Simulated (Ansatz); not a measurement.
FeNi, space group P4/mmm: a test of the smearing width, run with Ansatz's Python interface.

`feni_smear.py`
```python
import csv
import warnings

import ansatz as az

warnings.simplefilter("ignore", az.DeckWarning)

lattice = az.Lattice.of(
    (2.533, 0.0, 0.0),
    (0.0, 2.533, 0.0),
    (0.0, 0.0, 3.582),
)
sites = [
    ("Fe", (0.0, 0.0, 0.0)),
    ("Ni", (0.5, 0.5, 0.5)),
]
system = az.Crystal(lattice=lattice)
for symbol, position in sites:
    system = system.atom(symbol, position)
system = system.moments(Fe=4.5, Ni=2.0)

setup = (
    system.calculation()
    .functional("LDA")
    .spin("collinear")
    .kpoints(density=5.1)
    .forces()
    .stress()
)

rows = []
for value in [0.5, 0.3, 0.2, 0.1]:
    r = setup.occupations("cold", width=value).run().report
    rows.append((value, r["free_energy_ev"] / len(r["lattice"]["sites"]), r["n_iterations"], sum(r["stress_gpa"][i][i] for i in range(3)) / 3, max(abs(f) for row in r["forces_ev_ang"] for f in row), r["magnetization_mub"], r["n_kpoints"]))

with open("smear.csv", "w", newline="") as handle:
    writer = csv.writer(handle)
    writer.writerow(["width (eV)", "F/atom (eV)", "iterations", "P (GPa)", "max component (eV/A)", "moment (muB)", "k-points"])
    writer.writerows([round(v, 5) if isinstance(v, float) else v for v in row] for row in rows)

for row in rows[:-1]:
    shift = 1000 * (row[1] - rows[-1][1])
    print(f"{row[0]}: {shift:+.2f} meV/atom" + ("  (within 5 meV)" if abs(shift) < 5 else ""))
```

How much does the free energy per atom change between the narrowest and the widest smearing, and why?

Going from 0.1 to 0.5 eV changes F by +35.2 meV an atom. This scheme is built to cancel the term in the square of the width, but that needs a smooth density of states and a fine mesh, and here a sizeable shift remains. The pressure moves from -19.71 to -19.26 GPa.

The run itself:

```console
$ python feni_smear.py
0.5: +35.19 meV/atom
0.3: +6.62 meV/atom
0.2: +0.99 meV/atom  (within 5 meV)
```

It writes `smear.csv`:
```csv
width (eV),F/atom (eV),iterations,P (GPa),max component (eV/A),moment (muB),k-points
0.5,-5096.5865,22,-19.26381,0.0,3.38886,140
0.3,-5096.61508,18,-19.07611,0.0,3.3123,140
0.2,-5096.6207,15,-19.44435,0.0,3.23527,140
0.1,-5096.6217,14,-19.71312,0.0,3.20185,140
```

Reading the output:
- The magnetic order follows from the starting moments and needn't be the lowest.
- Forces vanish by symmetry here and test nothing.
- The narrowest width needs the finest mesh, so the last row is no converged reference.
- Pressure is positive in compression.
- At these settings the cell as given stands under about -19 GPa, so it isn't at this functional's equilibrium volume.
- The structure is a deposited one; some such entries were measured under pressure or heat, so a shift against it needn't be the functional's error alone.
- Timing: 59 s on 1 thread of Arm Neoverse V2 (shared host), peak memory 0.5 GiB.
